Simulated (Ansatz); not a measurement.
Working through a band structure of Lu3Cd, space group Pm-3m

Computed with Ansatz 0.2.0, Python API.

The cells in order, each with its output:

**Cell 1**
```python
import warnings

import ansatz as az
import matplotlib.pyplot as plt
import numpy as np
from pymatgen.core import Lattice, Structure
from pymatgen.io.ase import AseAtomsAdaptor
```

**Cell 2**
```python
XC = "pbesol"
KMESH = (3, 3, 3)
SMEARING = "cold"
SMEARING_WIDTH = 0.2
N_EMPTY = 8
```

**Cell 3**
```python
warnings.simplefilter("ignore", az.DeckWarning)
```

**Cell 4**
```python
pmg_structure = Structure(
    Lattice([[4.760901, 0.0, 0.0], [0.0, 4.760901, 0.0], [0.0, 0.0, 4.760901]]),
    ["Lu", "Lu", "Lu", "Cd"],
    [
        [0.0, 0.5, 0.5],
        [0.5, 0.0, 0.5],
        [0.5, 0.5, 0.0],
        [0.0, 0.0, 0.0],
    ],
)
structure = az.Crystal.from_ase(AseAtomsAdaptor.get_atoms(pmg_structure))
```

**Cell 5**
```python
path = [
    ("G", (0.0, 0.0, 0.0)),
    ("X", (0.0, 0.5, 0.0)),
    ("M", (0.5, 0.5, 0.0)),
    ("G", (0.0, 0.0, 0.0)),
    ("R", (0.5, 0.5, 0.5)),
    ("X", (0.0, 0.5, 0.0)),
]
calculation = (
    structure.calculation()
    .functional(XC)
    .kpoints(mesh=KMESH, shift=0.5)
    .occupations(SMEARING, width=SMEARING_WIDTH)
    .eigensolver("davidson")
    .scf(algorithm="direct_min")
    .band_structure([point for _, point in path], intervals=10)
    .scf(extra_bands=N_EMPTY)
    .density_of_states(energy_step=0.1, method="smearing", broadening_width=0.15, projected=True)
)
res = calculation.run(threads=1)
summary = res.report
```

**Cell 6**
```python
summary["n_kpoints"], summary["n_symmetry_ops"], summary["n_pw"]
```
Output:
```text
(4, 48, 2103)
```

**Cell 7**
```python
[(site.symbol, site.position_frac.round(4).tolist()) for site in res.lattice.sites]
```
Output:
```text
[(<Element.LU: 'Lu'>, [0.0, 0.5, 0.5]), (<Element.LU: 'Lu'>, [0.5, 0.0, 0.5]),
 (<Element.LU: 'Lu'>, [0.5, 0.5, 0.0]), (<Element.CD: 'Cd'>, [0.0, 0.0, 0.0])]
```

**Cell 8**
```python
print("%-22s %14.5f eV" % ("F = E - TS", summary["free_energy_ev"]))
print("%-22s %14.5f eV" % ("E", summary["internal_energy_ev"]))
print("%-22s %14.5f eV" % ("Harris-Foulkes", summary["harris_foulkes_ev"]))
print("%-22s %14.5f eV" % ("Fermi level", summary["fermi_energy_ev"]))
```
Output:
```text
F = E - TS               -52018.75024 eV
E                        -52018.66002 eV
Harris-Foulkes           -52018.75024 eV
Fermi level                  13.97554 eV
```

**Cell 9**
```python
dos = res.density_of_states()
energy = np.asarray(dos.energies_ev) - dos.fermi_ev
window = (energy > -10) & (energy < 4)
for index, site in enumerate(res.projected_density_of_states().sites):
    for shell in site.shells:
        if shell.l == 2:
            g = sum(np.sum(part.g_bin_mean_per_ev, axis=0) for part in shell.curves)[window]
            if g.sum() > 1e-6:
                centre = (g * energy[window]).sum() / g.sum()
                width = np.sqrt((g * (energy[window] - centre) ** 2).sum() / g.sum())
                print(f"site {index} {site.species} {shell.label}: centre {centre:.3f} eV, rms width {width:.3f} eV")
```
Output:
```text
site 0 Lu 5D: centre 0.706 eV, rms width 2.121 eV
site 1 Lu 5D: centre 0.706 eV, rms width 2.121 eV
site 2 Lu 5D: centre 0.706 eV, rms width 2.121 eV
site 3 Cd 4D: centre -7.995 eV, rms width 1.009 eV
```

**Cell 10**
```python
bands = res.band_structure()
fermi = bands.fermi_energy_ev
print(f"zero of the bands: {fermi:.3f} eV, the Fermi level found on the SCF mesh")
reciprocal = 2 * np.pi * np.linalg.inv(res.lattice.cell_ang).T
steps = np.linalg.norm(np.diff(bands.kpoints_frac @ reciprocal, axis=0), axis=1)
distance = np.concatenate([[0], np.cumsum(steps)])
fig, ax = plt.subplots(figsize=(5, 4))
for channel, colour in zip(bands.channels, ("C0", "C3")):
    ax.plot(distance, channel.eigenvalues_ev - fermi, colour, lw=1)
ax.set_xticks(distance[::10], [label for label, _ in path])
ax.set(ylim=(-6, 6), ylabel="E - E_F (eV)", xlim=(0, distance[-1]))
ax.grid(axis="x")
fig.savefig("bands.png", dpi=100)
first = bands.channels[0].eigenvalues_ev - fermi
near = np.argsort(np.abs(first.mean(axis=0)))[:4]
for band in sorted(near):
    print(f"band {band + 1}: {first[:, band].min():.3f} to {first[:, band].max():.3f} eV")
```
Output:
```text
zero of the bands: 13.976 eV, the Fermi level found on the SCF mesh
band 47: -0.917 to -0.285 eV
band 48: -0.498 to 0.165 eV
band 49: -0.436 to 0.808 eV
band 50: 0.176 to 1.175 eV
```

Caveats:
- The settings weren't tested for convergence.
- The mesh is modest for a metal, so energies can be off by several to tens of meV an atom and pressures by half a GPa or more; differences at equal mesh fare better.
- The zero of the levels is a convention of the potentials, so an absolute Fermi energy is no work function.
- Projections exist only for the shells that the potentials hold, some of them semicore, and samples at single energies can miss narrow peaks.
- The free energy holds a sizeable smearing term, which stands for no physical temperature.
- The structure comes from a database of computed cells and needn't be a stable or known phase.
- Gaps and levels are Kohn-Sham values on a finite set of k-points, without spin-orbit coupling.
- The computed bands are complete only to about 3.1 eV above the Fermi level; beyond that the density of states is undercounted.
- A band centre counts only the states inside the window taken.
- The whole script took 16 s on 1 thread of Arm Neoverse V2, with other jobs on the host, peak memory 0.57 GiB.

(Lines on the test bed's own set-up are left out of the output.)
